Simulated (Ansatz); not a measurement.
What does this script print? It uses Ansatz 0.2.0, Python API.

`deck.py`
```python
"""Run CaLi from an input written out key by key."""

import logging
import sys

import ansatz as az
import numpy as np
import pandas as pd

logging.basicConfig(stream=sys.stdout, format="[%(levelname)s] %(message)s")
logger = logging.getLogger("calc")
logger.setLevel(logging.INFO)

deck = {
    "crystal": {
        "periodic": [False, False, False],
        "atoms": [
            {"symbol": "Li", "position_ang": [0.0, 0.0, 0.0]},
            {"symbol": "Ca", "position_ang": [0.0, 0.0, 2.875]},
        ],
    },
    "magnetization": {"spin_polarized": True, "initial_magnetization": 1},
    "basis": {"gaussian": {"orbitals": "def2-SVP"}},
    "hamiltonian": {"xc": "r2scan"},
    "output": {"forces": True},
}
session = az.Session.from_dict(deck)
rep = session.plan(threads=1).execute().report

logger.info("reference energy %16.6f eV" % rep["reference_energy_ev"])
logger.info("total energy     %16.6f eV" % rep["free_energy_ev"])
print("occupied orbitals outside the frozen core (up, down):", rep["n_occupied"], " frozen:", rep["n_frozen"], " virtual:", rep["n_virtual"])
symbols = ["Li", "Ca"]
field = rep["mean_field"]
print("<S^2> =", round(abs(field["state"]["spin_squared"]), 4), " all-electron relativity setting:", field["relativity"])
print("passes:", field["passes"])
if "symmetry" in field:
    print("occupied orbitals by irrep:", field["symmetry"]["occupied"])

logger.info("forces (eV/A)")
for symbol, f in zip(symbols, rep["forces_ev_ang"]):
    logger.info(f"  {symbol:2s} {f[0]:9.4f} {f[1]:9.4f} {f[2]:9.4f}")
charges = rep["charge_distribution"]
table = pd.DataFrame({"atom": symbols, "mulliken": charges["mulliken_charges_e"], "lowdin": charges["lowdin_charges_e"]})
print(table.round(3).to_string())
print("dipole (e A):", np.round(charges["dipole_moment_e_ang"], 4) + 0.0)
```

```console
$ python deck.py
[INFO] reference energy    -18637.124058 eV
[INFO] total energy        -18637.124058 eV
occupied orbitals outside the frozen core (up, down): [12, 11]  frozen: 0  virtual: [21, 22]
<S^2> = 0.7747  all-electron relativity setting: none
passes: {'evaluations': 92, 'products': 217}
occupied orbitals by irrep: [{'A1': 8, 'B1': 2, 'B2': 2}, {'A1': 7, 'B1': 2, 'B2': 2}]
[INFO] forces (eV/A)
[INFO]   Li   -0.0000   -0.0000   -1.0595
[INFO]   Ca    0.0000    0.0000    1.0595
  atom  mulliken  lowdin
0   Li     0.003  -0.139
1   Ca    -0.003   0.139
dipole (e A): [ 0.    0.   -0.08]
```

Reading the output:
- Total energies depend on the basis set; only differences at equal settings carry meaning.
- The geometry is a force-field or estimated start, not a minimum of this method, and the basis set is short of its limit.
- The run takes the species as open-shell (spin multiplicity 2), which needn't be its ground state.
- The Löwdin charges here are taken after orthogonalising the functions within each atom; they differ from plain Löwdin charges, and their signs can be unphysical.
- The spin state was assumed, and another may lie lower.
- The whole script took 17 s on 1 thread of Arm Neoverse V1, with other jobs on the host, peak memory 0.25 GiB.
